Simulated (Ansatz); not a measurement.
**Ga3Se: tests of the settings**

The task here is to estimate one member of a computed series from the others.

Method: DFT PBE, scalar-relativistic, plane waves, PAW, in Ansatz 0.2.0.

1 further run of the same task is left out (set aside as unsound or not needed).

### Starting point

It takes space group Pm-3m (No. 221, cubic). Conventional cell: a = 4.432 Å, b = 4.432 Å, c = 4.432 Å, α = 90.00°, β = 90.00°, γ = 90.00°. Ga (site symmetry 4/mmm) has 8 Ga at 3.13 Å and 4 Se at 3.13 Å as nearest neighbours. Se (site symmetry m-3m) is surrounded by 12 Ga at 3.13 Å.

As a file:

```
CELL_PARAMETERS angstrom
4.43246 0.00000 0.00000
0.00000 4.43246 0.00000
0.00000 0.00000 4.43246
ATOMIC_POSITIONS crystal
Ga 0.00000 0.50000 0.50000
Ga 0.50000 0.00000 0.50000
Ga 0.50000 0.50000 0.00000
Se 0.00000 0.00000 0.00000
```

The structure comes from the Materials Project (structure only); it is used as listed.

### The base input

input.yaml

```yaml
crystal:
  lattice:
    - [4.432465, 0.0, 0.0]
    - [0.0, 4.432465, 0.0]
    - [0.0, 0.0, 4.432465]
  atoms:
    - { symbol: Ga, position: [0.0, 0.5, 0.5] }
    - { symbol: Ga, position: [0.5, 0.0, 0.5] }
    - { symbol: Ga, position: [0.5, 0.5, 0.0] }
    - { symbol: Se, position: [0.0, 0.0, 0.0] }
basis:
  ecutwfc: 420
kpoints:
  mp_grid: { grid: [10, 10, 10] }
hamiltonian:
  xc: pbe
scf:
  occupations: { method: gaussian, width: 0.1 }
output:
  forces: true
  stress: true
  eigenvalues: true
  populations: true
```

It was run beforehand and gave: -4204.5796 eV/atom at zero smearing, pressure -0.61 GPa, largest force 0.000 eV/Å, no gap on the mesh, in 7 SCF cycles and 9.7 s.

The first run:

input.yaml

```yaml
crystal:
  lattice:
    - [4.432465, 0.0, 0.0]
    - [0.0, 4.432465, 0.0]
    - [0.0, 0.0, 4.432465]
  atoms:
    - { symbol: Ga, position: [0.0, 0.5, 0.5] }
    - { symbol: Ga, position: [0.5, 0.0, 0.5] }
    - { symbol: Ga, position: [0.5, 0.5, 0.0] }
    - { symbol: Se, position: [0.0, 0.0, 0.0] }
basis:
  ecutwfc: 420
kpoints:
  mp_grid: { grid: [1, 1, 1] }
hamiltonian:
  xc: pbe
scf:
  occupations: { method: gaussian, width: 0.1 }
output:
  forces: true
  stress: true
  eigenvalues: true
```

Started as:

```
> ansatz run input.yaml --threads 1 --pin off --max-ram 2560MiB --backend cpu --events-out ev --progress --plain --runs-dir out
```

Steps of the session up to this table: K-point mesh set to 1×1×1; K-point mesh set to 2×2×2; K-point mesh set to 4×4×4; K-point mesh set to 6×6×6; K-point mesh set to 8×8×8; K-point mesh: 12×12×12; K-point mesh set to 14×14×14; K-point mesh set to 16×16×16.

One table of the session follows, with a row left open; its other results are not shown here.

It belongs to the step «The sweep of the k-point mesh side by side». 

| mesh | ΔE (meV/atom) | pressure (GPa) |
| --- | --- | --- |
| 1×1×1 | 637 | 7.62 |
| 2×2×2 | 289 | 3.98 |
| 4×4×4 | 13.1 | -0.15 |
| 6×6×6 | ? | ? |
| 8×8×8 | 0.17 | -0.56 |
| 10×10×10 | 0.99 | -0.61 |
| 12×12×12 | -0.42 | -0.64 |
| 14×14×14 | -0.39 | -0.61 |
| 16×16×16 | 0.00 | -0.59 |

**Question.** Estimate the row for 6×6×6.

As computed: ΔE (meV/atom): -0.62; pressure (GPa): -0.58. In the column «ΔE (meV/atom)» it is the lowest.

To keep in mind: The error changes sign along the series, since a k mesh isn't variational, and a metal needs dense meshes to resolve its Fermi surface. The final runs have no spin polarisation, so no magnetic state was tried and one may lie lower.
